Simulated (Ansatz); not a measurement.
# Co3Sn2S2: the cost of one run

Computed with Ansatz 0.2.0 (DFT LDA, scalar-relativistic, plane waves, PAW, unless a step's input says otherwise).

### Step 1. The system as given

The structure is trigonal, space group R-3m (No. 166). Conventional cell: a = 5.357 Å, b = 5.357 Å, c = 13.127 Å, α = 90.00°, β = 90.00°, γ = 120.00°. Co (site symmetry 2/m) has 2 S at 2.17 Å as nearest neighbours. Sn (site symmetry -3m) is surrounded by 6 Co at 2.68 Å and 2 S at 2.85 Å. Sn (site symmetry -3m) has 6 Co at 2.68 Å as nearest neighbours. S (site symmetry 3m) is surrounded by 3 Co at 2.17 Å and 1 Sn at 2.85 Å.

As a file:

```
CELL_PARAMETERS angstrom
2.67869 1.54655 4.37580
-2.67869 1.54655 4.37580
0.00000 -3.09309 4.37580
ATOMIC_POSITIONS crystal
Co 0.00000 0.00000 0.50000
Co 0.50000 0.00000 0.00000
Co 0.00000 0.50000 0.00000
Sn 0.50000 0.50000 0.50000
Sn 0.00000 0.00000 0.00000
S 0.28300 0.28300 0.28300
S 0.71700 0.71700 0.71700
```

The structure rests on an entry of the Crystallography Open Database; cell or positions may have been set otherwise for this series.

### Step 2. Single point: Co3Sn2S2, moments +++

The input, input.yaml:

```yaml
crystal:
  lattice:
    - [2.678695, 1.5465452793, 4.3758]
    - [-2.678695, 1.5465452793, 4.3758]
    - [0.0, -3.0930905587, 4.3758]
  atoms:
    - { symbol: Co, position: [0.0, 0.0, 0.5], spin: 0.5 }
    - { symbol: Co, position: [0.5, 0.0, 0.0], spin: 0.5 }
    - { symbol: Co, position: [0.0, 0.5, 0.0], spin: 0.5 }
    - { symbol: Sn, position: [0.5, 0.5, 0.5] }
    - { symbol: Sn, position: [0.0, 0.0, 0.0] }
    - { symbol: S, position: [0.283, 0.283, 0.283] }
    - { symbol: S, position: [0.717, 0.717, 0.717] }
magnetization:
  spin_polarized: true
scf:
  occupations: { method: gaussian, width: 0.03 }
output:
  forces: true
  stress: true
  populations: true
  dos: { de: 0.01, method: tetrahedron }
  write_density: true
  write_potential: true
  elf: true
  volumetric_format: npy
hamiltonian:
  xc: lda
kpoints:
  mp_grid: { grid: [12, 12, 12] }
```

Run with:

```sh
$ ansatz run input.yaml --threads 4 --pin off --max-ram 8192MiB --backend cpu --events-out ev --progress --plain --runs-dir out
```

What time and memory should one allow on 4 threads of AMD EPYC 7R13 (Zen 3), shared host?

About 42 s, with a peak of 1.7 GiB.
